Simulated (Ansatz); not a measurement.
Runs of Ansatz 0.2.0 on HfIn4SiO6. The typed cell holds 12 atoms: a = 5.332 Å, b = 5.522 Å, c = 9.654 Å, α = 92.40°, β = 99.58°, γ = 117.67°. The cell was built by a generator and needn't be a form met in nature.

```csv
task,level,potentials or basis,cell,k mesh,cutoff (eV),points for each segment of the path,gap on the mesh (eV),pressure (GPa),relaxed volume (Å³/atom),largest force (eV/Å)
relaxation of cell and atoms,PBEsol+D3(BJ),Ansatz PAW,relaxed,4 × 4 × 2,420,-,(c),0.0,18.56,0.01
relaxation of cell and atoms,BLYP,Ansatz PAW,relaxed,4 × 4 × 2,420,-,(a),0.0,21.93,0.01
band structure,BLYP,Ansatz PAW,as given,6 × 6 × 3,420,10,(b),2.6,-,0.27
single point,PBE,PseudoDojo standard (PBE files),as given,6 × 6 × 3,1143,-,1.12,-0.2,-,0.27
```

Alike in all rows: no spin polarisation; smearing fermi-dirac 0.05 eV.

Task: Estimate the missing entries.

Result: (a) 1.18; (b) 1.16; (c) 1.05.

Caveats: spin-orbit coupling is left out, which moves the levels of the heavy elements; the PAW data sets come from PBE, with cores solved anew for the run's functional, which leaves a small shift of forces and pressure (some runs); the plane-wave basis is chosen anew once the cell has moved, so the energies of steps on either side of that aren't comparable (some runs); the k mesh misses the band edges, so the gap on the mesh is wider than the one along the path (some runs); odd divisions of the mesh miss points on the zone boundary, where band edges often lie, so the gap on the mesh can be too wide (some runs).

A k mesh can miss the band edges, and the runs leave out spin-orbit coupling on Hf, In.

The runs don't all hold the same shells in valence.
